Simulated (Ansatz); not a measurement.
# W3C: the cost of one run

Method: DFT PBEsol, scalar-relativistic, plane waves, PAW, in Ansatz 0.2.0.

The COD cell was measured well above room temperature, so it is larger than a cold one.

### 1 The structure to begin with

It takes space group Im-3m (No. 229, cubic). The conventional cell has a = 3.195 Å, b = 3.195 Å, c = 3.195 Å, α = 90.00°, β = 90.00°, γ = 90.00°. Around W (site symmetry m-3m) lie 8 W at 2.77 Å.

Structure file:

```
W
1.0
    -1.59730    1.59730    1.59730
     1.59730   -1.59730    1.59730
     1.59730    1.59730   -1.59730
W
1
Direct
  0.00000 0.00000 0.00000
```

Source of the structure: the Crystallography Open Database.

### 7 The grid

Atoms count from 1 in the order of the input.

C is moved along a line over the surface and along the normal, above a rigid substrate.

The axes are (1) position of C4 along the diagonal of the surface cell, from above W3: 6 values from 0.00 to 2.63 Å, periodic; (2) height of C4 above the plane of W3: 7 values from 1.35 to 4.13 Å.

Nothing else is relaxed. Points are written as (first, second).

(The set-up runs are not shown.)

### 8 The run at (1.58 Å, 1.35 Å)

Contents of input.yaml:

```yaml
crystal:
  lattice:
    - [2.7317561349, 0.0, 0.0]
    - [-0.9105853783, 2.5755243833, 0.0]
    - [0.0, 0.0, 21.3158546942]
  atoms:
    - { symbol: W, position: [0.5, 0.5, 0.1876537468] }
    - { symbol: W, position: [0.0, 0.0, 0.2888907691] }
    - { symbol: W, position: [0.5, 0.5, 0.3901253228] }
    - { symbol: C, position: [1.0, 1.0, 0.4534584624] }
basis:
  ecutwfc: 420
kpoints:
  mp_grid: { grid: [10, 10, 1] }
hamiltonian:
  xc: pbesol
scf:
  occupations: { method: gaussian, width: 0.1 }
output:
  forces: true
  eigenvalues: true
efield:
  axis: 3
  dipole_correction: true
  ramp_width: 0.04
```

Launch:

```console
$ ansatz run input.yaml --threads 1 --pin off --max-ram 3072MiB --backend cpu --events-out ev --progress --plain --runs-dir out
```

What time and memory should one allow on 1 thread of Intel Xeon Platinum 8375C at 2.90GHz (Ice Lake), shared host?

About 17 s, with a peak of 0.52 GiB.
